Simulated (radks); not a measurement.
**The Coulomb parameter U of the 5d shell of W**

An exercise on one series of results from a longer session: the logs are not shown, and one member is left open.

The numbers are computed with radks (a radial shooting solver on a logarithmic mesh, Libxc functionals) version 1 (scalar-relativistic Kohn-Sham, PBE, spin-unpolarised, spherical densities, point nucleus), except any that are marked as measured or tabulated.

## Starting point

- element: tungsten (Z = 74)
- charge: 0
- electrons: 74
- configuration: [Xe] 4f14 5d5 6s1

The outer shells:

W
```
[Xe] core
4f [↑↓][↑↓][↑↓][↑↓][↑↓][↑↓][↑↓]
5d [↑ ][↑ ][↑ ][↑ ][↑ ]
6s [↑ ]
```

The first run:

Settings of this run:

```text
Z 74
configuration [Xe] 4f14 5d5 6s1
relativity scalar-relativistic
functional pbe,pbe
spin unpolarised
nucleus point
c 137.035999084
```

Among the steps run: Start: [Xe] 4f14 5d5 6s1.

One table of the session follows, with a row left open; its other results are not shown here.

Radial moments (bohr):

| level | <r> | outermost maximum (interpolated) | 90 % within | nodes |
| --- | --- | --- | --- | --- |
| 4s | 0.4495 | 0.421 | 0.645 | 3 |
| 4p | 0.4780 | 0.441 | 0.695 | 2 |
| 4d | 0.5113 | 0.452 | 0.766 | 1 |
| 5s | ? | ? | ? | ? |
| 5p | 1.255 | 1.09 | 1.84 | 3 |
| 4f | 0.6083 | 0.429 | 1.01 | 0 |
| 6s | 3.276 | 2.71 | 4.91 | 5 |
| 5d | 2.190 | 1.52 | 3.61 | 2 |

Estimate the missing values for 5s.

As computed: <r>: 1.069; outermost maximum (interpolated): 0.963; 90 % within: 1.54; nodes: 4. In the column «<r>» it lies between 4f (0.6083) and 5p (1.255).
